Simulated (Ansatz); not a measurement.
**Si2H5O2 radical: how energies converge with the basis set**

An exercise on one series of results from a longer session: the logs are not shown, and one member is left open.

Program: Ansatz 0.2.0, Gaussian basis. Level of theory: one geometry, several basis sets. These are calculated values, not measurements.

Levels to be run: PBE0-D4/def2-SVP; ωB97M-V/def2-SVP; PBE0-D4/def2-QZVPP; ωB97M-V/def2-QZVPP; the functionals' def2-TZVPP values are taken from earlier runs.

**The relaxed structure**

All runs share one geometry, relaxed beforehand with PBE0-D4 in a triple-zeta def2 set.

SMILES `O[Si](O)[SiH3]`, 9 atoms, charge 0, spin multiplicity 2.

Atoms are counted from 1 here; the program's logs count them from 0.

Bond lengths: O1–Si2 1.659 Å, O1–H5 0.959 Å, Si2–O3 1.645 Å, Si2–Si4 2.364 Å, O3–H6 0.960 Å, Si4–H7 1.489 Å, Si4–H8 1.487 Å, Si4–H9 1.490 Å. Angles: Si2–O1–H5 116.8°, O1–Si2–O3 105.6°, O1–Si2–Si4 113.7°, O3–Si2–Si4 106.6°, Si2–O3–H6 117.0°, Si2–Si4–H7 107.2°, Si2–Si4–H8 108.6°, Si2–Si4–H9 114.2°, H7–Si4–H8 108.5°, H7–Si4–H9 108.8°, H8–Si4–H9 109.3°.

The first run:

in.yaml

```yaml
crystal:
  periodic: [false, false, false]
  atoms:
    - {symbol: O, position_ang: [-1.122134, 1.622444, -0.267443]}
    - {symbol: Si, position_ang: [0.024057, 0.532226, -0.765759]}
    - {symbol: O, position_ang: [1.473202, 1.273789, -0.525774]}
    - {symbol: Si, position_ang: [0.064324, -1.456452, 0.512112]}
    - {symbol: H, position_ang: [-2.020295, 1.474247, -0.569142]}
    - {symbol: H, position_ang: [1.506237, 2.222275, -0.670995]}
    - {symbol: H, position_ang: [-1.268565, -2.103319, 0.362570]}
    - {symbol: H, position_ang: [1.095634, -2.364984, -0.054868]}
    - {symbol: H, position_ang: [0.336142, -1.246525, 1.962198]}
basis:
  gaussian: {orbitals: def2-SVP}
magnetization: {spin_polarized: true, initial_magnetization: 1}
hamiltonian: {xc: pbe0, dispersion: d4}
output: {orbitals: {seedname: orbitals}}
```

The run is started by

```
ansatz run in.yaml --threads 4 --pin off --events-out ev --progress --plain --max-ram 10444MiB
```

Steps of the session up to this table: PBE0-D4 in def2-SVP; ωB97M-V in def2-SVP; PBE0-D4 in def2-QZVPP; ωB97M-V in def2-QZVPP.

One of the session's tables, all rows but one given; the rest of the session is left out.

It belongs to the step «Density functionals: the series». 

```
functional       basis  HOMO (eV)  LUMO (eV)
   PBE0-D4    def2-SVP      -5.24      -1.91
   PBE0-D4  def2-TZVPP      -5.38      -1.97
   PBE0-D4  def2-QZVPP      -5.44      -2.05
   ωB97M-V    def2-SVP      -6.92      -0.23
   ωB97M-V  def2-TZVPP      -7.09      -0.39
   ωB97M-V  def2-QZVPP          ?          ?
```

Q: Estimate the row for ωB97M-V, def2-QZVPP from the others.

The run gave: HOMO (eV): -7.15; LUMO (eV): -0.53. In the column «HOMO (eV)» it is the lowest.
